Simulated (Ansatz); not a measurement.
**BeNa− (triplet): from Hartree-Fock to the top rungs at distance Be1–Na2 = 3.875 Å, aug-cc-pVTZ**

The task here is to estimate one member of a computed series from the others.

Program: Ansatz 0.2.0, Gaussian basis. Level of theory: aug-cc-pVTZ, core rule «outside noble gas», up to 6 orbitals frozen. These are calculated values, not measurements.

To be run: UHF; CCSD(T) on ROHF; CCSD(T) on UHF; BCCD(T) on ROHF; CCSDT(Q) on ROHF; CCSDT(Q) on UHF; Full CI.

46 further runs of the same task are left out: 22 for a known fault of the program, 18 that didn't finish, 6 set aside as unsound or not needed.

## The geometry

The geometry derives from a PBE0/def2-TZVPD stationary point (not a proven minimum). One bond is set to the value named and the two fragments are kept rigid.

2 atoms, charge -1, spin multiplicity 3.

Atoms are counted from 1 here; the program's logs count them from 0.

No contacts short enough for the rule that draws bonds.

Set-up of the first run:

in.yaml

```yaml
crystal:
  periodic: [false, false, false]
  atoms:
    - {symbol: Be, position_ang: [0.000000, 0.000000, 0.000000]}
    - {symbol: Na, position_ang: [0.000000, 0.000000, 3.875000]}
basis:
  gaussian: {orbitals: aug-cc-pVTZ}
total_charge: -1
magnetization: {spin_polarized: true, initial_magnetization: 2}
hamiltonian: {xc: hf}
output: {orbitals: {seedname: orbitals}}
```

Launch:

```sh
$ ansatz run in.yaml --threads 1 --pin off --events-out ev --progress --plain --max-ram 2393MiB
```

Among the steps run: UHF; CCSD(T) on ROHF; CCSD(T) on UHF; BCCD(T) on ROHF; CCSDT(Q) on ROHF; CCSDT(Q) on UHF; Full CI.

One table of the session follows, with a row left open; its other results are not shown here.

```
   method  from FCI (meV)
     ROHF         +1634.7
      UHF         +1547.4
     RMP2          +537.9
     UMP2          +569.9
    RCCSD           +78.8
    UCCSD           +75.1
 RCCSD(T)               ?
 UCCSD(T)           +23.5
  BCCD(T)           +23.0
   RCCSDT            +1.4
   UCCSDT            +1.0
RCCSDT(Q)            +0.4
UCCSDT(Q)             0.0
      FCI               0
```

Q: Estimate the row for RCCSD(T) from the others.

As computed: from FCI (meV): +22.5. In the column «from FCI (meV)» it lies between RCCSDT (+1.4) and BCCD(T) (+23.0).

To keep in mind: Levels on UHF freeze UHF's core orbitals, full CI those of ROHF, so the U rows can settle a little off it for that reason alone. Restricted and unrestricted rows rest on different reference determinants; where their highest levels disagree by more than a few hundredths of an eV, they describe different states and don't form one ladder.
